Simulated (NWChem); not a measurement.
# One shape, several levels: triplet Si2H3OF

Wanted: a comparison of 5 runs (UHF/STO-3G, UHF/def2-SVPD, UB3LYP/6-31G*, UM06-2X/def2-SVPD, USVWN5/def2-SVPD) of triplet Si2H3OF. 

The calculation is run with NWChem 7.3.0.

### 1 Starting point

Si2H3OF: 7 atoms, total charge 0, spin state triplet. As SMILES of the parent species, `F[Si]O[SiH3]`. Geometry: relaxed at PBE0-D4/def2-TZVP. This is one conformer, not always the lowest. That shape belongs to the parent species and isn't relaxed for this state.

Bond lengths: F1–Si2 1.617 Å, Si2–O3 1.630 Å, O3–Si4 1.657 Å, Si4–H5 1.482 Å, Si4–H6 1.483 Å, Si4–H7 1.483 Å. Angles: F1–Si2–O3 101.9°, Si2–O3–Si4 146.4°, O3–Si4–H5 107.7°, O3–Si4–H6 109.7°, O3–Si4–H7 109.7°, H5–Si4–H6 109.9°, H5–Si4–H7 109.9°, H6–Si4–H7 109.9°.

### 2 A single-point energy at UHF/STO-3G (run 1)

File m1.nw:

```
START m1
memory total 2200 mb
GEOMETRY units atomic noautosym nocenter noautoz
   F   1.20810191 -3.45725395  3.04000242
   Si -0.81012559 -4.09220192  0.83431408
   O  -1.01723957 -1.39178329 -0.63230236
   Si -0.04837699  1.58188974 -0.76855161
   H  -1.33244589  2.79811747 -2.93946899
   H  -0.72886737  2.90602083  1.60626721
   H   2.72876452  1.65502214 -1.14007177
END
BASIS spherical bse
   * library STO-3G
END
SCF
   nopen 2
   uhf
   thresh 1e-08
   maxiter 80
   print medium
END
TASK scf energy
```

Command:

```sh
$ nwchem m1.nw > m1.out
```

The program printed:

```text
[...]
  functions       =    31
[...]
  wavefunction    = UHF
[...]
         Total SCF energy =   -744.755536759773
      One electron energy =  -1463.023305537456
      Two electron energy =    507.244132958466
 Nuclear repulsion energy =    211.023635819217
                       Sz =      1.0000
                 Sz(Sz+1) =      2.0000
                      S^2 =      2.0057
[...]
```

Wall time 1.9 s (1 thread of AMD EPYC 9R45 (Zen 5), shared host); peak memory 0.099 GiB.

### 3 A single-point energy at UHF/def2-SVPD (run 2)

File struct.nw:

```
start struct
title "FH3OSi2 hf"
memory total 2200 mb
geometry noautosym nocenter noautoz
  F      0.639300    -1.829500     1.608700
  Si    -0.428700    -2.165500     0.441500
  O     -0.538300    -0.736500    -0.334600
  Si    -0.025600     0.837100    -0.406700
  H     -0.705100     1.480700    -1.555500
  H     -0.385700     1.537800     0.850000
  H      1.444000     0.875800    -0.603300
end
basis spherical bse
  F library def2-SVPD
  Si library def2-SVPD
  O library def2-SVPD
  H library def2-SVPD
end
scf
  nopen 2
  uhf
  thresh 1e-08
  maxiter 80
end
task scf energy
```

Command:

```sh
$ nwchem struct.nw > struct.out
```

The program printed:

```text
[...]
  functions       =   118
[...]
  wavefunction    = UHF
[...]
         Total SCF energy =   -753.637434049739
      One electron energy =  -1466.109920539213
      Two electron energy =    501.448835519656
 Nuclear repulsion energy =    211.023650969818
                       Sz =      1.0000
                 Sz(Sz+1) =      2.0000
                      S^2 =      2.0025
[...]
```

Run time: 29 s. Hardware: 1 thread of AMD EPYC 9R45 (Zen 5), shared host; peak memory 0.1 GiB.

Run 3 isn't shown in full; the table further down has it.

### 4 The energy at UM06-2X/def2-SVPD (run 4)

File geom.nw:

```
start geom
memory total 2200 mb
charge 0
geometry units angstroms noautosym nocenter noautoz
  F     0.639300   -1.829500    1.608700
  Si   -0.428700   -2.165500    0.441500
  O    -0.538300   -0.736500   -0.334600
  Si   -0.025600    0.837100   -0.406700
  H    -0.705100    1.480700   -1.555500
  H    -0.385700    1.537800    0.850000
  H     1.444000    0.875800   -0.603300
end
basis spherical bse
  * library def2-SVPD
end
dft
  xc m06-2x
  mult 3
  grid fine
  convergence energy 1e-08
  iterations 100
  mulliken
  print low
end
task dft energy
```

Command:

```sh
$ nwchem geom.nw > geom.out
```

The program printed:

```text
[...]
 d= 0,ls=0.0,diis     1   -755.3424793164 -9.66D+02  8.12D-03  1.99D-01     3.0
[...]
 d= 0,ls=0.0,diis    12   -755.4455653268 -2.34D-09  2.31D-07  2.92D-10    33.8
[...]
         Total DFT energy =     -755.445565326842
      One electron energy =    -1466.351266222206
           Coulomb energy =      561.855699196619
    Exchange-Corr. energy =      -61.973649271073
 Nuclear repulsion energy =      211.023650969818
[...]
      Total Density - Mulliken Population Analysis
     ---------------------------------------------
    Atom       Charge   Shell Charges
 -----------   ------   -------------------------------------------------------
    1 F    9     9.57   1.99  1.12  0.80  0.11  3.34  2.03  0.18  0.00  0.01
    2 Si  14    13.08   2.00  1.98  0.94 -0.10  0.05  5.93  1.12  0.82  0.30  0.04
    3 O    8     8.76   1.99  1.05  0.69  0.07  2.91  1.93  0.08  0.01  0.03
    4 Si  14    13.87   2.00  1.98  1.01  0.27 -0.02  5.93  1.23  1.08  0.29  0.10
    5 H    1     0.89   0.75  0.15  0.01 -0.01
    6 H    1     0.91   0.75  0.17  0.01 -0.01
    7 H    1     0.91   0.75  0.17  0.01 -0.01
[...]
      <S2> =      2.0031 (Exact =     2.0000)
[...]
```

It took 35 s on 1 thread of AMD EPYC 9R45 (Zen 5), shared host; peak memory 0.12 GiB.

### 5 A single-point energy at USVWN5/def2-SVPD (run 5)

File run.nw:

```
start run
title "FH3OSi2"
memory stack 880 mb heap 220 mb global 1100 mb

geometry units angstrom noautosym nocenter noautoz
   F        0.639300      -1.829500       1.608700
   Si      -0.428700      -2.165500       0.441500
   O       -0.538300      -0.736500      -0.334600
   Si      -0.025600       0.837100      -0.406700
   H       -0.705100       1.480700      -1.555500
   H       -0.385700       1.537800       0.850000
   H        1.444000       0.875800      -0.603300
end

basis spherical bse
   * library def2-SVPD
end

dft
   xc slater vwn_5
   mult 3
   grid fine
   convergence energy 1e-08
   maxiter 100
   mulliken
end

task dft energy
```

Command:

```sh
$ nwchem run.nw > run.out
```

The program printed:

```text
[...]
          Wavefunction type:  spin polarized.
          No. of atoms     :     7
          No. of electrons :    48
[...]
          Charge           :     0
          Spin multiplicity:     3
[...]
          AO basis - number of functions:   118
[...]
              XC Information
              --------------
                        Slater Exchange Functional  1.000 local
                      VWN V Correlation Functional  1.000 local
[...]
 d= 0,ls=0.0,diis     1   -751.9135677336 -9.63D+02  1.19D-02  3.35D-01     1.8
[...]
 d= 0,ls=0.0,diis    10   -752.0398959204 -9.44D-09  1.03D-06  3.64D-08    14.4
[...]
         Total DFT energy =     -752.039895920421
      One electron energy =    -1465.918762885962
           Coulomb energy =      561.281696429512
    Exchange-Corr. energy =      -58.426480433790
 Nuclear repulsion energy =      211.023650969818
[...]
      Total Density - Mulliken Population Analysis
     ---------------------------------------------
    Atom       Charge   Shell Charges
 -----------   ------   -------------------------------------------------------
    1 F    9     9.50   1.99  1.12  0.79  0.14  3.33  1.92  0.20  0.00  0.01
    2 Si  14    13.24   2.00  1.97  1.06 -0.16  0.08  5.91  1.18  0.83  0.31  0.05
    3 O    8     8.57   1.99  1.05  0.67  0.05  2.92  1.74  0.12  0.01  0.03
    4 Si  14    14.21   2.00  1.97  1.12  0.34 -0.02  5.91  1.33  1.17  0.27  0.11
    5 H    1     0.81   0.71  0.10  0.01 -0.01
    6 H    1     0.84   0.71  0.13  0.01 -0.01
    7 H    1     0.84   0.71  0.13  0.01 -0.01
[...]
      <S2> =      2.0012 (Exact =     2.0000)
[...]
```

Wall time 15 s (1 thread of AMD EPYC 9R45 (Zen 5), shared host); peak memory 0.12 GiB.

### 6 All runs side by side

```csv
run,level,Cartesian functions,iteration cap,energy (Eh),dipole moment (D),HOMO energy (eV),⟨S²⟩,wall time
1,UHF/STO-3G,no,80,-744.755537,1.70,-3.24,2.006,1.9 s
2,UHF/def2-SVPD,no,80,-753.637434,1.23,-7.82,2.002,29 s
3,UB3LYP/6-31G* (Cartesian functions),yes,100,-755.837721,–,–,2.002,25 s
4,UM06-2X/def2-SVPD,no,100,-755.445565,–,–,2.003,35 s
5,USVWN5/def2-SVPD,no,100,-752.039896,0.91,-3.64,2.001,15 s
```

### 7 What came out

| quantity | value |
| --- | --- |
| run 5: total energy | -752.03990 Eh |
| run 5: dipole moment | 0.91 D |
| run 5: HOMO energy (highest over α and β) | -3.64 eV |
| run 5: ⟨S²⟩ | 2.001 |

Over runs 1, 2, 5 the dipole moment (its size) runs from 0.91 D (USVWN5/def2-SVPD) to 1.70 D (UHF/STO-3G). The two ends differ in method and basis. Totals of different functionals can't be ranked against each other. In run 1 the basis is minimal, so the values are rough. All runs together took 1.8 min, the longest 35 s.
